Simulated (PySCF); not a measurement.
# Br4Yb ([YbBr4]-): the cost of one run

Computed with PySCF 2.14.0 and routines of our own; the level stands in each step. Atoms count from 0.

## 1. The starting structure

5 atoms, charge -1, states of the metal's open shell are computed; geometry from: model geometry, bond lengths from ionic radii.

## 2. Ligand-field states: state-averaged CASSCF in water

What the job is given:

```
{"job": {"kind": "lf", "basis": {"metal": "x2c-TZVPall", "ligand": "x2c-SVPall"}, "nevpt": true, "solvent": "water"}, "charge": -1, "metal": "Yb", "open_shell": "f13"}
Yb     0.000000     0.000000     0.000000
Br     1.505729     1.505729     1.505730
Br    -1.505729    -1.505729     1.505730
Br    -1.505729     1.505729    -1.505730
Br     1.505729    -1.505729    -1.505730
```

Level: state-averaged CASSCF of the metal f shell, SC-NEVPT2 on the averaged canonical orbitals, state-interaction spin-orbit coupling.

Started as:

```sh
$ OMP_NUM_THREADS=1 python lf_run.py task.json out
```

The driver reads the jobs from task.json and runs them one after another.

Q: Estimate the wall time and peak memory of this first job on 1 thread of Intel Xeon 6975P-C, shared host.

About 53 s, with a peak of 0.77 GiB.
